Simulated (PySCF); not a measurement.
# CdGe+: from the state search to spectroscopic constants

An exercise on one series of results from a longer session: the logs are not shown, and one member is left open.

The runs use PySCF 2.14.0; Cd cc-pVDZ-PP with ECP28, Ge cc-pVDZ-PP with ECP10, scalar-relativistic core potentials.

Set-up of the first run:

A driver script around PySCF takes these settings:

- atoms: Cd, Ge
- charge: 1
- basis: Cd cc-pVDZ-PP with ECP28, Ge cc-pVDZ-PP with ECP10
- Hamiltonian: scalar-relativistic core potentials
- basis functions: 61
- electrons treated: 41
- masses in u: 113.9034, 73.9212
- levels: PBE0, PBE, r²SCAN, TPSS, B2PLYP, PW91, HF, MP2, SCS-MP2, CCSD, CCSD(T)
- grid: 80 radial by 434 angular points
- occupations: held fixed by the projection of orbital angular momentum
- dissociation limit: Cd + Ge+, each in its ground configuration
- starting distance in angstrom: 2.660
- values of 2S to try: 1, 3

Among the steps run: Set-up; The PBE0 curve of the state that the search chose; Excited determinants; PBE (GGA); r²SCAN (meta-GGA); TPSS (meta-GGA); B2PLYP (double hybrid); PW91 (GGA); ROHF; Correlated methods on the Hartree–Fock reference.

One table of the session follows, with a row left open; its other results are not shown here.

It belongs to the step «The curves together». Energy (eV) from each level's lowest point:

```
R (Å)   ROHF  ROHF-MP2  ROHF-SCS-MP2  ROHF-CCSD  ROHF-CCSD(T)
2.370  0.670     0.421         0.479        n/a           n/a
2.480  0.352     0.187         0.225      0.234         0.223
2.591  0.158     0.060         0.081      0.085         0.079
2.673      ?         ?             ?          ?             ?
2.756  0.022     0.000         0.000      0.000         0.000
2.839  0.000     0.009         0.000      0.000         0.002
2.949  0.004     0.048         0.028      0.029         0.034
3.087  0.044     0.124         0.092      0.097         0.106
3.252  0.124     0.238         0.195      0.205         0.218
3.473  0.256     0.403         0.348        n/a           n/a
```

Q: Estimate the row for R (Å) = 2.673 from the others.

Worked estimate for «ROHF». A straight line through the neighbours (2.591, 0.158) and (2.756, 0.022) gives 0.158 + (0.022 − 0.158) × (2.673 − 2.591) / (2.756 − 2.591) = 0.090; a parabola fitted to 4 rows on both sides gives 0.070.

The run gave: ROHF: 0.071; ROHF-MP2: 0.014; ROHF-SCS-MP2: 0.025; ROHF-CCSD: 0.026; ROHF-CCSD(T): 0.023. In «ROHF» the line misses by +0.019 and the parabola by -0.001.

State 2 has its PBE0 minimum 1.00 eV higher. State 3 has its PBE0 minimum 2.03 eV higher. The other levels ran on the lowest alone.
